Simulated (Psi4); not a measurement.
# A workflow on GeSe (Germanium monoselenide), part 2 of 2

Psi4 1.11. The steps go on from the part before.

## Step 3: The harmonic vibrations at HF-3c/MINIX (density fitting) (run 2)

The input, input.dat:

```
memory 1600 mb

molecule {
  0 1
  Ge     0.000000     0.000000     0.006560
  Se     0.000000     0.000000     2.128561
  units angstrom
}

set globals {
  t                          400.0
  rotational_symmetry_number 1
}

freq("hf-3c")
print_variables()
```

On the command line:

```sh
$ psi4 -i input.dat -o output.dat -n 1
```

output.dat:

```text
Psi4 1.11 release

gradient() will perform analytic gradient computation.

   => Loading Basis Set <=

    Name: MINIX
    Role: ORBITAL
    Keyword: BASIS

   => HF3C: Empirical Dispersion <=

        s6 =       1.000000
        s8 =       0.877700
        a1 =       0.417100
        a2 =       2.914900

         ---------------------------------------------------------
                                   SCF
                              RHF Reference
                        1 Threads,   1525 MiB Core
         ---------------------------------------------------------

  ==> Geometry <==

    Molecular point group: c2v
    Full point group: C_inf_v

    Geometry (in Angstrom), charge = 0, multiplicity = 1:

       Center              X                  Y                   Z               Mass
    ------------   -----------------  -----------------  -----------------  -----------------
         GE           0.000000000000     0.000000000000    -1.102349681905    73.921177761000
         SE           0.000000000000     0.000000000000     1.019651318095    79.916521800000

  Running in c2v symmetry.

  Rotational constants: A = ************  B =      0.09749  C =      0.09749 [cm^-1]
  Rotational constants: A = ************  B =   2922.69406  C =   2922.69406 [MHz]
  Nuclear repulsion =  271.321646506745253

  Charge       = 0
  Multiplicity = 1
  Electrons    = 66
  Nalpha       = 33
  Nbeta        = 33

  ==> Algorithm <==

  SCF Algorithm Type is DF.
  DIIS enabled.
  MOM disabled.
  Fractional occupation disabled.
  Guess Type is SAD.
  Energy threshold   = 1.00e-08
  Density threshold  = 1.00e-08
  Integral threshold = 1.00e-12

  ==> Primary Basis <==

  Basis Set: MINIX
    Blend: MINIX
    Number of shells: 24
    Number of basis functions: 64
    Number of Cartesian functions: 70
    Spherical Harmonics?: true
    Max angular momentum: 2

   => Loading Basis Set <=

    Name: (MINIX AUX)
    Role: JKFIT
    Keyword: DF_BASIS_SCF

  ==> Integral Setup <==

  DFHelper Memory: AOs need 0.019 GiB; user supplied 1.118 GiB.
  SCF_SUBTYPE=INCORE selected. In-core MEM_DF algorithm will be used.
  Using in-core AOs.

  ==> MemDFJK: Density-Fitted J/K Matrices <==

    J tasked:                   Yes
    K tasked:                   Yes
    wK tasked:                   No
    Memory [MiB]:              1144
    Algorithm:                 Core
    Schwarz Cutoff:           1E-12
    Mask sparsity (%):       3.6621
    Fitting Condition:        1E-10

   => Auxiliary Basis Set <=

  Basis Set: (MINIX AUX)
    Blend: DEF2-UNIVERSAL-JKFIT
    Number of shells: 120
    Number of basis functions: 532
    Number of Cartesian functions: 742
    Spherical Harmonics?: true
    Max angular momentum: 5

  Minimum eigenvalue in the overlap matrix is 1.1958597783E-02.
  Reciprocal condition number of the overlap matrix is 3.5801322624E-03.
    Using symmetric orthogonalization.

  ==> Pre-Iterations <==

  SCF Guess: Superposition of Atomic Densities via on-the-fly atomic UHF (no occupation information).

   -------------------------
    Irrep   Nso     Nmo
   -------------------------
     A1        30      30
     A2         6       6
     B1        14      14
     B2        14      14
   -------------------------
    Total      64      64
   -------------------------

  ==> Iterations <==

                           Total Energy        Delta E     RMS |[F,P]|

   @DF-RHF iter SAD: -4467.33969176737901   -4.46734e+03   0.00000e+00
   @DF-RHF iter   1: -4473.52866712920331   -6.18898e+00   6.66283e-02 DIIS/ADIIS
   @DF-RHF iter   2: -4474.29626295263643   -7.67596e-01   4.43046e-02 DIIS/ADIIS
   @DF-RHF iter   3: -4474.68040196058791   -3.84139e-01   8.36488e-03 DIIS/ADIIS
   @DF-RHF iter   4: -4474.69683340236134   -1.64314e-02   1.01546e-03 DIIS/ADIIS
   @DF-RHF iter   5: -4474.69727043023249   -4.37028e-04   1.69506e-04 DIIS/ADIIS
   @DF-RHF iter   6: -4474.69730366595377   -3.32357e-05   5.40960e-05 DIIS
   @DF-RHF iter   7: -4474.69730866609461   -5.00014e-06   1.47204e-05 DIIS
   @DF-RHF iter   8: -4474.69730938471366   -7.18619e-07   4.15067e-06 DIIS
   @DF-RHF iter   9: -4474.69730943715604   -5.24424e-08   1.10005e-06 DIIS
   @DF-RHF iter  10: -4474.69730944016737   -3.01134e-09   1.02895e-07 DIIS
   @DF-RHF iter  11: -4474.69730944018193   -1.45519e-11   1.26372e-08 DIIS
   @DF-RHF iter  12: -4474.69730944018374   -1.81899e-12   2.38355e-09 DIIS
  Energy and wave function converged.

  ==> Post-Iterations <==

    Orbital Energies [Eh]
    ---------------------

    Doubly Occupied:

       1A1  -460.771284     2A1  -405.241249     3A1   -60.600051
       1B2   -54.215863     1B1   -54.215863     4A1   -54.215768
       5A1   -52.169449     2B1   -46.269491     2B2   -46.269491
[... 7 lines of this table left out ...]
      17A1    -0.367987     7B1    -0.356233     7B2    -0.356233

    Virtual:

       8B2     0.020654     8B1     0.020654    18A1     0.172711
      19A1     0.242172    20A1     0.440621     9B2     0.457556
       9B1     0.457556    21A1     0.507541     3A2     0.518763
[... 6 lines of this table left out ...]
      29A1     3.530908    14B2     3.611745    14B1     3.611745
      30A1     3.793623

    Final Occupation by Irrep:
             A1    A2    B1    B2
    DOCC [    17,    2,    7,    7 ]
    NA   [    17,    2,    7,    7 ]
    NB   [    17,    2,    7,    7 ]

  @DF-RHF Final Energy: -4474.69730944018374

   => Energetics <=

    Nuclear Repulsion Energy =            271.3216465067452532
    One-Electron Energy =               -6780.6115849955258454
    Two-Electron Energy =                2034.5997775204489244
    Total Energy =                      -4474.6973094401837443

Computation Completed

Properties will be evaluated at   0.000000,   0.000000,   0.000000 [a0]

Properties computed using the SCF density matrix

 Multipole Moments:

 ------------------------------------------------------------------------------------
     Multipole            Electronic (a.u.)      Nuclear  (a.u.)        Total (a.u.)
 ------------------------------------------------------------------------------------

 L = 1.  Multiply by 2.5417464519 to convert [e a0] to [Debye]
 Dipole X            :          0.0000000            0.0000000            0.0000000
 Dipole Y            :          0.0000000            0.0000000            0.0000000
 Dipole Z            :          0.2679987           -1.1471488           -0.8791502
 Magnitude           :                                                    0.8791502

 ------------------------------------------------------------------------------------

	total time  =          2 seconds =       0.03 minutes

         ------------------------------------------------------------
                                   SCF GRAD
         ------------------------------------------------------------

  ==> Geometry <==

    Molecular point group: c2v
    Full point group: C_inf_v

    Geometry (in Angstrom), charge = 0, multiplicity = 1:

       Center              X                  Y                   Z               Mass
    ------------   -----------------  -----------------  -----------------  -----------------
         GE           0.000000000000     0.000000000000    -1.102349681905    73.921177761000
         SE           0.000000000000     0.000000000000     1.019651318095    79.916521800000

  Nuclear repulsion =  271.321646506745253

  ==> Basis Set <==

  Basis Set: MINIX
    Blend: MINIX
    Number of shells: 24
    Number of basis functions: 64
    Number of Cartesian functions: 70
    Spherical Harmonics?: true
    Max angular momentum: 2

  ==> DFJKGrad: Density-Fitted SCF Gradients <==

    Gradient:                    1
    J tasked:                  Yes
    K tasked:                  Yes
    wK tasked:                  No
    Integrals threads:           1
    Memory [MiB]:             1144
    Schwarz Cutoff:          1E-12
    Fitting Condition:       1E-10

   => Auxiliary Basis Set <=

  Basis Set: (MINIX AUX)
    Blend: DEF2-UNIVERSAL-JKFIT
    Number of shells: 120
    Number of basis functions: 532
    Number of Cartesian functions: 742
    Spherical Harmonics?: true
    Max angular momentum: 5

  -Total Gradient:
     Atom            X                  Y                   Z
    ------   -----------------  -----------------  -----------------
       1        0.000000000000     0.000000000000    -0.000046161192
       2       -0.000000000000     0.000000000000     0.000046161118

	total time  =          1 seconds =       0.02 minutes

  Based on options and gradient (rms=2.67E-05), recommend projecting translations and projecting rotations.
hessian() will perform analytic frequency computation.

   => Loading Basis Set <=

    Name: MINIX
    Role: ORBITAL
    Keyword: BASIS

   => HF3C: Empirical Dispersion <=

        s6 =       1.000000
        s8 =       0.877700
        a1 =       0.417100
        a2 =       2.914900

         ---------------------------------------------------------
                                   SCF
                              RHF Reference
                        1 Threads,   1525 MiB Core
         ---------------------------------------------------------

  ==> Geometry <==

    Molecular point group: c2v
    Full point group: C_inf_v

    Geometry (in Angstrom), charge = 0, multiplicity = 1:

       Center              X                  Y                   Z               Mass
    ------------   -----------------  -----------------  -----------------  -----------------
         GE           0.000000000000     0.000000000000    -1.102349681905    73.921177761000
         SE           0.000000000000     0.000000000000     1.019651318095    79.916521800000

  Running in c2v symmetry.

  Rotational constants: A = ************  B =      0.09749  C =      0.09749 [cm^-1]
  Rotational constants: A = ************  B =   2922.69406  C =   2922.69406 [MHz]
  Nuclear repulsion =  271.321646506745253

  Charge       = 0
  Multiplicity = 1
  Electrons    = 66
  Nalpha       = 33
  Nbeta        = 33

  ==> Algorithm <==

  SCF Algorithm Type is DF.
  DIIS enabled.
  MOM disabled.
  Fractional occupation disabled.
  Guess Type is SAD.
  Energy threshold   = 1.00e-08
  Density threshold  = 1.00e-08
  Integral threshold = 1.00e-12

  ==> Primary Basis <==

  Basis Set: MINIX
    Blend: MINIX
    Number of shells: 24
    Number of basis functions: 64
    Number of Cartesian functions: 70
    Spherical Harmonics?: true
    Max angular momentum: 2

   => Loading Basis Set <=

    Name: (MINIX AUX)
    Role: JKFIT
    Keyword: DF_BASIS_SCF

  ==> Integral Setup <==

  DFHelper Memory: AOs need 0.019 GiB; user supplied 1.118 GiB.
  SCF_SUBTYPE=INCORE selected. In-core MEM_DF algorithm will be used.
  Using in-core AOs.

  ==> MemDFJK: Density-Fitted J/K Matrices <==

    J tasked:                   Yes
    K tasked:                   Yes
    wK tasked:                   No
    Memory [MiB]:              1144
    Algorithm:                 Core
    Schwarz Cutoff:           1E-12
    Mask sparsity (%):       3.6621
    Fitting Condition:        1E-10

   => Auxiliary Basis Set <=

  Basis Set: (MINIX AUX)
    Blend: DEF2-UNIVERSAL-JKFIT
    Number of shells: 120
    Number of basis functions: 532
    Number of Cartesian functions: 742
    Spherical Harmonics?: true
    Max angular momentum: 5

  Minimum eigenvalue in the overlap matrix is 1.1958597783E-02.
  Reciprocal condition number of the overlap matrix is 3.5801322624E-03.
    Using symmetric orthogonalization.

  ==> Pre-Iterations <==

  SCF Guess: Superposition of Atomic Densities via on-the-fly atomic UHF (no occupation information).

   -------------------------
    Irrep   Nso     Nmo
   -------------------------
     A1        30      30
     A2         6       6
     B1        14      14
     B2        14      14
   -------------------------
    Total      64      64
   -------------------------

  ==> Iterations <==

                           Total Energy        Delta E     RMS |[F,P]|

   @DF-RHF iter SAD: -4467.33969176737628   -4.46734e+03   0.00000e+00
   @DF-RHF iter   1: -4473.52866712918967   -6.18898e+00   6.66283e-02 DIIS/ADIIS
   @DF-RHF iter   2: -4474.29626295262824   -7.67596e-01   4.43046e-02 DIIS/ADIIS
   @DF-RHF iter   3: -4474.68040196057791   -3.84139e-01   8.36488e-03 DIIS/ADIIS
   @DF-RHF iter   4: -4474.69683340235042   -1.64314e-02   1.01546e-03 DIIS/ADIIS
   @DF-RHF iter   5: -4474.69727043022249   -4.37028e-04   1.69506e-04 DIIS/ADIIS
   @DF-RHF iter   6: -4474.69730366594740   -3.32357e-05   5.40960e-05 DIIS
   @DF-RHF iter   7: -4474.69730866608643   -5.00014e-06   1.47204e-05 DIIS
   @DF-RHF iter   8: -4474.69730938470275   -7.18616e-07   4.15067e-06 DIIS
   @DF-RHF iter   9: -4474.69730943714785   -5.24451e-08   1.10005e-06 DIIS
   @DF-RHF iter  10: -4474.69730944015555   -3.00770e-09   1.02895e-07 DIIS
   @DF-RHF iter  11: -4474.69730944017283   -1.72804e-11   1.26372e-08 DIIS
   @DF-RHF iter  12: -4474.69730944017374   -9.09495e-13   2.38355e-09 DIIS
  Energy and wave function converged.

  ==> Post-Iterations <==

    Orbital Energies [Eh]
    ---------------------

    Doubly Occupied:

       1A1  -460.771284     2A1  -405.241249     3A1   -60.600051
       1B2   -54.215863     1B1   -54.215863     4A1   -54.215768
       5A1   -52.169449     2B1   -46.269491     2B2   -46.269491
[... 7 lines of this table left out ...]
      17A1    -0.367987     7B1    -0.356233     7B2    -0.356233

    Virtual:

       8B2     0.020654     8B1     0.020654    18A1     0.172711
      19A1     0.242172    20A1     0.440621     9B2     0.457556
       9B1     0.457556    21A1     0.507541     3A2     0.518763
[... 6 lines of this table left out ...]
      29A1     3.530908    14B2     3.611745    14B1     3.611745
      30A1     3.793623

    Final Occupation by Irrep:
             A1    A2    B1    B2
    DOCC [    17,    2,    7,    7 ]
    NA   [    17,    2,    7,    7 ]
    NB   [    17,    2,    7,    7 ]

  @DF-RHF Final Energy: -4474.69730944017374

   => Energetics <=

    Nuclear Repulsion Energy =            271.3216465067452532
    One-Electron Energy =               -6780.6115849955131125
    Two-Electron Energy =                2034.5997775204457412
    Total Energy =                      -4474.6973094401737399

Computation Completed

Properties will be evaluated at   0.000000,   0.000000,   0.000000 [a0]

Properties computed using the SCF density matrix

 Multipole Moments:

 ------------------------------------------------------------------------------------
     Multipole            Electronic (a.u.)      Nuclear  (a.u.)        Total (a.u.)
 ------------------------------------------------------------------------------------

 L = 1.  Multiply by 2.5417464519 to convert [e a0] to [Debye]
 Dipole X            :          0.0000000            0.0000000            0.0000000
 Dipole Y            :          0.0000000            0.0000000            0.0000000
 Dipole Z            :          0.2679987           -1.1471488           -0.8791502
 Magnitude           :                                                    0.8791502

 ------------------------------------------------------------------------------------

	total time  =          0 seconds =       0.00 minutes

   Analytical Dispersion Hessians are not supported by any engine.
       Computing the Hessian through finite difference of gradients.

         ----------------------------------------------------------
                                   FINDIF
         ----------------------------------------------------------

         ------------------------------------------------------------
                                   SCF HESS
         ------------------------------------------------------------

  ==> Geometry <==

    Molecular point group: c2v
    Full point group: C_inf_v

    Geometry (in Angstrom), charge = 0, multiplicity = 1:

       Center              X                  Y                   Z               Mass
    ------------   -----------------  -----------------  -----------------  -----------------
         GE           0.000000000000     0.000000000000    -1.102349681905    73.921177761000
         SE           0.000000000000     0.000000000000     1.019651318095    79.916521800000

  Nuclear repulsion =  271.321646506745253

  ==> Basis Set <==

  Basis Set: MINIX
    Blend: MINIX
    Number of shells: 24
    Number of basis functions: 64
    Number of Cartesian functions: 70
    Spherical Harmonics?: true
    Max angular momentum: 2

  ==> DFJKGrad: Density-Fitted SCF Gradients <==

    Gradient:                    2
    J tasked:                  Yes
    K tasked:                  Yes
    wK tasked:                  No
    Integrals threads:           1
    Memory [MiB]:             1144
    Schwarz Cutoff:          1E-12
    Fitting Condition:       1E-10

   => Auxiliary Basis Set <=

  Basis Set: (MINIX AUX)
    Blend: DEF2-UNIVERSAL-JKFIT
    Number of shells: 120
    Number of basis functions: 532
    Number of Cartesian functions: 742
    Spherical Harmonics?: true
    Max angular momentum: 5

RuntimeError: Engine::lmax_exceeded -- angular momentum limit exceeded

Printing out the relevant lines from the Psithon --> Python processed input file:
      units angstrom
    """)
    core.IO.set_default_namespace("")
    core.set_global_option("T", 400.0)
    core.set_global_option("ROTATIONAL_SYMMETRY_NUMBER", 1)
--> freq("hf-3c")
    print_variables()

!-----------------------------------------------------------!
!                                                           !
!  Engine::lmax_exceeded -- angular momentum limit exceeded !
!                                                           !
!-----------------------------------------------------------!

    Psi4 run time: 0:00:02.85
```

Run time: 3.6 s. Hardware: 1 thread of AMD EPYC 9R45 (Zen 5), shared host; peak memory 0.29 GiB.

The job broke off with an error.

## Step 4: The energy at CCSD(T)/cc-pVDZ (run 3)

The input, job.inp:

```
memory 1600 mb

molecule {
  0 1
  Ge     0.00000000     0.00000000     0.01239660
  Se     0.00000000     0.00000000     4.02239733
  units bohr
  symmetry c1
}

set {
  basis cc-pVDZ
  scf_type pk
  freeze_core true
}

e, wfn = energy("ccsd(t)", return_wfn=True)
```

On the command line:

```sh
$ psi4 -i job.inp -o job.out -n 1
```

job.out, shortened:

```text
[...]
  Running in c1 symmetry.
[...]
  Nuclear repulsion =  271.321646367879850
[...]
  Multiplicity = 1
[...]
  Nalpha       = 33
  Nbeta        = 33
[...]
    Number of basis functions: 54
[...]
   @RHF iter   1: -4474.71049021417366   -7.04649e+00   1.96505e-02 ADIIS/DIIS
[...]
   @RHF iter  11: -4475.18903253967073   -3.63798e-12   3.07211e-09 DIIS
[...]
    Orbital Energies [Eh]
    ---------------------
    Doubly Occupied:
       1A   -460.868952     2A   -405.337790     3A    -60.667058
       4A    -54.269026     5A    -54.269026     6A    -54.268828
       7A    -52.238636     8A    -46.326755     9A    -46.326755
      10A    -46.325165    11A     -8.905567    12A     -7.253142
      13A     -6.637358    14A     -6.635418    15A     -6.635418
      16A     -5.225384    17A     -5.225384    18A     -5.220824
      19A     -2.618848    20A     -2.617071    21A     -2.617071
      22A     -2.615727    23A     -2.615727    24A     -1.692820
      25A     -1.692820    26A     -1.687227    27A     -1.686668
      28A     -1.686668    29A     -0.892928    30A     -0.578164
      31A     -0.367326    32A     -0.355507    33A     -0.355507
[...]
  @RHF Final Energy: -4475.18903253967073
   => Energetics <=
    Nuclear Repulsion Energy =            271.3216463678798505
    One-Electron Energy =               -6779.5882236302531965
    Two-Electron Energy =                2033.0775447227028963
    Total Energy =                      -4475.1890325396707340
[...]
 Multipole Moments:
 ------------------------------------------------------------------------------------
     Multipole            Electronic (a.u.)      Nuclear  (a.u.)        Total (a.u.)
 ------------------------------------------------------------------------------------
 L = 1.  Multiply by 2.5417464519 to convert [e a0] to [Debye]
 Dipole X            :          0.0000000            0.0000000            0.0000000
 Dipole Y            :         -0.0000000            0.0000000           -0.0000000
 Dipole Z            :          0.2163359           -1.1471488           -0.9308129
 Magnitude           :                                                    0.9308129
[...]
      * MP2 total energy                      = -4475.405223680751988
[...]
      * CCSD total energy                     = -4475.421199143634112
[...]
      * CCSD(T) total energy                  = -4475.433217552464157
[...]
```

It took 15 s on 1 thread of AMD EPYC 9R45 (Zen 5), shared host; peak memory 0.4 GiB.

## Step 5: What came out

What follows sums up all 2 parts.

| quantity | value |
| --- | --- |
| run 1, HF-3c/MINIX: total energy at the end | -4474.69731 Eh |
| run 1, HF-3c/MINIX: dipole moment | 2.23 D |
| run 1, HF-3c/MINIX: HOMO energy | -9.69 eV |
| run 1, HF-3c/MINIX: LUMO energy | 0.56 eV |
| run 1, HF-3c/MINIX: HOMO–LUMO gap | 10.26 eV |
| run 1, HF-3c/MINIX: bond length | 2.122 Å |
| run 3, CCSD(T)/cc-pVDZ: total energy | -4475.43322 Eh |
| run 3, CCSD(T)/cc-pVDZ: HOMO energy (Hartree–Fock orbitals) | -9.67 eV |
| run 3, CCSD(T)/cc-pVDZ: LUMO energy (Hartree–Fock orbitals) | 0.54 eV |
| run 3, CCSD(T)/cc-pVDZ: HOMO–LUMO gap (Hartree–Fock orbitals) | 10.22 eV |
| run 3, CCSD(T)/cc-pVDZ: correlation energy (18 core orbitals frozen) | -244.2 mEh |
| run 3, CCSD(T)/cc-pVDZ: (T) correction | -12.02 mEh |
| run 3, CCSD(T)/cc-pVDZ: T1 diagnostic | 0.017 |
| run 2, HF-3c/MINIX | no result (crashed) |

In words: The optimisation (run 1, HF-3c/MINIX) took 3 steps and changed the energy by -0.002 eV. At HF-3c/MINIX: Experiment gives 2.135 Å for the bond length (Huber and Herzberg, Constants of Diatomic Molecules), so the computed value is 0.013 Å (0.6 %) too low. The triples (run 3, CCSD(T)/cc-pVDZ) make up 4.9 % of the correlation energy. 1 of the 3 runs did not end normally.
